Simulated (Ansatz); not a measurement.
# AlGaO+ (doublet): from Hartree-Fock to the top rungs, cc-pVDZ

One table from this session's results is given with a row withheld; the runs are named, their logs left out.

Method: cc-pVDZ, core rule «outside noble gas», up to 20 orbitals frozen; program: Ansatz 0.2.0, Gaussian basis.

The runs, in order: UHF; CCSD(T) on ROHF; CCSD(T) on UHF; BCCD(T) on ROHF; CISD; CCSDT(Q) on ROHF; CCSDT(Q) on UHF.

8 further runs of the same task are left out: 7 for a known fault of the program, 1 set aside as unsound or not needed.

### The geometry

The geometry is a PBE0/def2-TZVP stationary point (not a proven minimum) of the parent state, kept for this charge and spin. No spin-orbit coupling is included. The filled d shell of Ga may be among the frozen orbitals whatever the setting's name suggests; the logs give the count.

3 atoms, charge 1, spin multiplicity 2.

Atoms are counted from 1 here; the program's logs count them from 0.

Bond lengths: Al1–Ga2 2.689 Å, Ga2–O3 1.662 Å. Angles: Al1–Ga2–O3 180.0°.

The first run:

Input file in.yaml:

```yaml
crystal:
  periodic: [false, false, false]
  atoms:
    - {symbol: Al, position_ang: [0.000000, 0.000000, 2.346363]}
    - {symbol: Ga, position_ang: [0.000000, 0.000000, -0.342375]}
    - {symbol: O, position_ang: [0.000000, 0.000000, -2.003988]}
basis:
  gaussian: {orbitals: cc-pVDZ}
total_charge: 1
magnetization: {spin_polarized: true, initial_magnetization: 1}
hamiltonian: {xc: hf}
output: {orbitals: {seedname: orbitals}}
```

Started as:

```console
$ ansatz run in.yaml --threads 1 --pin off --events-out ev --progress --plain --max-ram 4096MiB --backend cpu
```

Among the steps run: UHF; CCSD(T) on ROHF; CCSD(T) on UHF; BCCD(T) on ROHF; CISD; CCSDT(Q) on ROHF; CCSDT(Q) on UHF.

One of the session's tables, all rows but one given; the rest of the session is left out.

It belongs to the step «Misses and costs». 

| method | from RCCSDT(Q) (meV) |
| --- | --- |
| RMP2 | +1908.5 |
| UMP2 | +1735.8 |
| RCCSD | +550.1 |
| UCCSD | +517.2 |
| RCCSD(T) | +197.0 |
| UCCSD(T) | ? |
| BCCD(T) | +152.9 |
| RCCSDT | +95.6 |
| UCCSDT | +86.4 |
| RCCSDT(Q) | 0 |
| UCCSDT(Q) | -9.8 |

Q: Estimate the row for UCCSD(T) from the others.

The run gave: from RCCSDT(Q) (meV): +188.1. In the column «from RCCSDT(Q) (meV)» it lies between BCCD(T) (+152.9) and RCCSD(T) (+197.0).

Not comparable, so not listed: CISD (they don't share determinant, frozen orbitals or solution with the rows shown, or repeat one).

Limits of these values: Left out of the table: ROHF, UHF (another determinant or state than the rows shown). Warnings: coupled cluster took another determinant than the lowest; large T1 diagnostic. Restricted and unrestricted rows rest on different reference determinants; where their highest levels disagree by more than a few hundredths of an eV, they describe different states and don't form one ladder.
